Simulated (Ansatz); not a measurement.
# Zn: the cost of one run

Method: DFT PBEsol, scalar-relativistic, plane waves, PAW, in Ansatz 0.2.0.

## 1. The starting structure

It takes space group P6_3/mmc (No. 194, hexagonal). The conventional cell has a = 2.665 Å, b = 2.665 Å, c = 4.947 Å, α = 90.00°, β = 90.00°, γ = 120.00°. Zn (site symmetry -6m2) is surrounded by 12 Zn at 2.66 to 2.91 Å.

Coordinates:

```xyz
2
Lattice="2.6648 0.0000 0.0000 -1.3324 2.3078 0.0000 0.0000 0.0000 4.9467" Properties=species:S:1:pos:R:3 pbc="T T T"
Zn    0.0000    1.5385    1.2367
Zn    1.3324    0.7693    3.7100
```

No relaxation comes first: the listed cell is the starting point.

## 2. The reference cell

Reference values: F = -6561.7762 eV; pressure -5.39 GPa; largest force 0.000 eV/Å; gap on the mesh none (metal). It was computed beforehand with the settings of the runs below.

## 3. Next: energy and stress against strain

The cell is strained by ε times the Voigt pattern (0, 1, 0, 0, 0, 0) (xx, yy, zz, yz, xz, xy; engineering shear), with fractional coordinates fixed (clamped ions). The stress on the pattern is the sum of the stress components weighted by it, tension positive.

## 4. Point ε = -0.0600

Input file input.yaml:

```yaml
crystal:
  lattice:
    - [2.6647980532, 0.0, 0.0]
    - [-1.3323990266, 2.1693158414, 0.0]
    - [0.0, 0.0, 4.9467]
  atoms:
    - { symbol: Zn, position: [0.3333333333, 0.6666666667, 0.25] }
    - { symbol: Zn, position: [0.6666666667, 0.3333333333, 0.75] }
basis:
  ecutwfc: 420
kpoints:
  mp_grid: { grid: [24, 24, 10] }
hamiltonian:
  xc: pbesol
scf:
  occupations: { method: gaussian, width: 0.15 }
output:
  forces: true
  stress: true
  eigenvalues: true
```

Started as:

```console
$ ansatz run input.yaml --threads 1 --pin off --max-ram 2560MiB --backend cpu --events-out ev --progress --plain --runs-dir out
```

Q: Estimate wall time and peak memory on 1 thread of Arm Neoverse V1, shared host.

About 24 s, with a peak of 0.62 GiB.
